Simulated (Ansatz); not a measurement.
# HfH₄S₄: how energies converge with the basis set

The task here is to estimate one member of a computed series from the others.

The runs use Ansatz 0.2.0, Gaussian basis; one geometry, several basis sets.

Plan: PBE0-D4/def2-SVP; ωB97M-V/def2-SVP; PBE0-D4/def2-QZVPP; ωB97M-V/def2-QZVPP; the functionals' def2-TZVPP values are taken from earlier runs.

### Structure used throughout

An earlier PBE0-D4 in a triple-zeta def2 set relaxation fixed the geometry. Hf takes the def2 core potential; no spin-orbit term is included.

SMILES `[SH][Hf]([SH])([SH])[SH]`, 9 atoms, charge 0, spin multiplicity 1.

Atoms are counted from 1 here; the program's logs count them from 0.

Bond lengths: S1–Hf2 2.426 Å, S1–H6 1.348 Å, Hf2–S3 2.426 Å, Hf2–S4 2.426 Å, Hf2–S5 2.426 Å, S3–H7 1.348 Å, S4–H8 1.348 Å, S5–H9 1.348 Å. Angles: Hf2–S1–H6 90.7°, S1–Hf2–S3 111.0°, S1–Hf2–S4 106.4°, S1–Hf2–S5 111.0°, S3–Hf2–S4 111.0°, S3–Hf2–S5 106.5°, S4–Hf2–S5 111.0°, Hf2–S3–H7 90.7°, Hf2–S4–H8 90.7°, Hf2–S5–H9 90.7°.

The first run:

Input file in.yaml:

```yaml
crystal:
  periodic: [false, false, false]
  atoms:
    - {symbol: S, position_ang: [-0.452012, 0.945200, -2.188788]}
    - {symbol: Hf, position_ang: [0.000618, -0.000104, -0.000419]}
    - {symbol: S, position_ang: [2.382934, -0.314806, 0.335770]}
    - {symbol: S, position_ang: [-1.177883, -2.119184, 0.089805]}
    - {symbol: S, position_ang: [-0.751315, 1.488422, 1.762043]}
    - {symbol: H, position_ang: [-0.584375, 2.173858, -1.649474]}
    - {symbol: H, position_ang: [2.596864, -0.246771, -0.993735]}
    - {symbol: H, position_ang: [-0.136821, -2.690715, 0.728178]}
    - {symbol: H, position_ang: [-1.878010, 0.764112, 1.916629]}
basis:
  gaussian: {orbitals: def2-SVP}
hamiltonian: {xc: pbe0, dispersion: d4}
output: {orbitals: {seedname: orbitals}}
```

The run is started by

```console
ansatz run in.yaml --threads 2 --pin off --events-out ev --progress --plain --max-ram 22528MiB --backend cpu
```

Steps of the session up to this table: PBE0-D4 in def2-SVP; ωB97M-V in def2-SVP; PBE0-D4 in def2-QZVPP; ωB97M-V in def2-QZVPP.

One table of the session follows, with a row left open; its other results are not shown here.

```
functional       basis  HOMO (eV)  LUMO (eV)
   PBE0-D4    def2-SVP      -7.95      -2.00
   PBE0-D4  def2-TZVPP      -7.95      -1.99
   PBE0-D4  def2-QZVPP      -7.97      -2.03
   ωB97M-V    def2-SVP     -10.07      -0.01
   ωB97M-V  def2-TZVPP     -10.12       0.00
   ωB97M-V  def2-QZVPP          ?          ?
```

**Question.** Estimate the row for ωB97M-V, def2-QZVPP.

As computed: HOMO (eV): -10.15; LUMO (eV): -0.05. In the column «HOMO (eV)» it is the lowest.
